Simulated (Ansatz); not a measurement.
# CsTl3: a trial structure relaxed

The task: take a trial cell of CsTl3 to zero force and stress.

Method: DFT PBE, scalar-relativistic, plane waves, PAW, in Ansatz 0.2.0.

### Step 1. The starting structure

The structure is cubic, space group Pm-3m (No. 221). The conventional cell has a = 5.364 Å, b = 5.364 Å, c = 5.364 Å, α = 90.00°, β = 90.00°, γ = 90.00°. Cs (site symmetry m-3m) is surrounded by 12 Tl at 3.79 Å. Tl (site symmetry 4/mmm) has 4 Cs at 3.79 Å and 8 Tl at 3.79 Å as nearest neighbours.

Coordinates:

```xyz
4
Lattice="5.3637 0.0000 0.0000 0.0000 5.3637 0.0000 0.0000 0.0000 5.3637" Properties=species:S:1:pos:R:3 pbc="T T T"
Cs    0.0000    0.0000    0.0000
Tl    2.6819    2.6819    0.0000
Tl    2.6819    0.0000    2.6819
Tl    0.0000    2.6819    2.6819
```

A structure generator made this guess: species swapped into a database cell of FeCo3 (Pm-3m, No. 221), with Cs on the Fe sites and Tl on the Co sites. The dimensions are guesses.

### Step 2. The guess as it stands, on a coarse mesh

The input, input.yaml:

```yaml
crystal:
  lattice:
    - [5.36372182, 0.0, 0.0]
    - [0.0, 5.36372182, 0.0]
    - [0.0, 0.0, 5.36372182]
  atoms:
    - { symbol: Cs, position: [0.0, 0.0, 0.0] }
    - { symbol: Tl, position: [0.5, 0.5, 0.0] }
    - { symbol: Tl, position: [0.5, 0.0, 0.5] }
    - { symbol: Tl, position: [0.0, 0.5, 0.5] }
basis:
  ecutwfc: 420
kpoints:
  mp_grid: { grid: [4, 4, 4] }
hamiltonian:
  xc: pbe
scf:
  occupations: { method: gaussian, width: 0.1 }
  lower_state_search: "off"
output:
  forces: true
  stress: true
  eigenvalues: true
```

On the command line:

```sh
$ ansatz run input.yaml --threads 1 --pin off --max-ram 2048MiB --backend cpu --events-out ev --progress --plain --runs-dir out
```

Further runs follow: relaxation on the finer mesh.

Q: Predict the outcome of this session. Wanted: conventional cell; volume; energy over the elements; gap on the mesh.

**Answer**, as computed:

| quantity | value |
| --- | --- |
| symmetry at the end (tolerance 0.05 Å) | space group Pm-3m (No. 221) |
| conventional cell | a = 5.406 Å, b = 5.406 Å, c = 5.406 Å, α = 90.00°, β = 90.00°, γ = 90.00° |
| volume | 39.49 Å³/atom |
| energy over the elements | +0.10 eV/atom |
| gap on the mesh | none (metal) |

In words: The space group Pm-3m (No. 221) is kept, and the volume per atom grows by 2.4 % from the first guess. The formation energy is positive, so the separate elements lie lower. No finished test with a distortion of lower symmetry is shown, so the end may be a saddle point. Spin-orbit coupling is left out for Tl.
